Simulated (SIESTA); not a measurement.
Cd3Se under changes of volume

One of the cells (25.863 Å³/atom); the others are scaled copies at fixed shape and fractional positions:

```
Cd Se
1.0
    -2.05447    2.05447    6.12739
     2.05447   -2.05447    6.12739
     2.05447    2.05447   -6.12739
Cd Se
3 1
Direct
  0.50000 0.50000 0.00000
  0.25000 0.75000 0.50000
  0.75000 0.25000 0.50000
  0.00000 0.00000 0.00000
```

The cell comes from a database or a generator and needn't be the stable form of this composition.

| Property | Result |
| --- | --- |
| Program | SIESTA 5.4.2 |
| Functional | PBEsol |
| Potentials or basis | PseudoDojo 0.4 standard (PBEsol files) |
| Basis | DZP (energy shift 0.003 Ry; two zetas on semicore shells) |
| Grid cutoff | 800 Ry |
| Energy shift | 0.003 Ry |
| k mesh | 9 × 9 × 9 |
| Occupations | fermi-dirac, width 0.05 eV |
| Spin | no spin polarisation |

| volume (Å³/atom) | energy over the lowest point (meV/atom) | pressure (GPa) |
| --- | --- | --- |
| 23.834 | 0.00 | -1.9 |
| 24.341 | 7.76 | -2.9 |
| 24.849 | ? | ? |
| 25.863 | 48.12 | -5.3 |
| 26.370 | 66.10 | -6.0 |
| 26.877 | 89.36 | -6.5 |

Problem. What does the run at 24.849 Å³/atom give?

Solution. Energy over the lowest point 18.64 meV/atom; pressure -3.9 GPa.

Worked out: A Birch-Murnaghan fit of order 3 (a polynomial in V^(-2/3)) to the other rows has no minimum within the range. It gives 18.39 meV/atom at 24.849 Å³/atom, against the run's 18.64, and -dE/dV = -3.7 GPa, against -3.9.

Energies are extrapolated to zero smearing.

Caveats: the basis of atomic orbitals isn't converged, which shifts pressures, moduli and gaps.
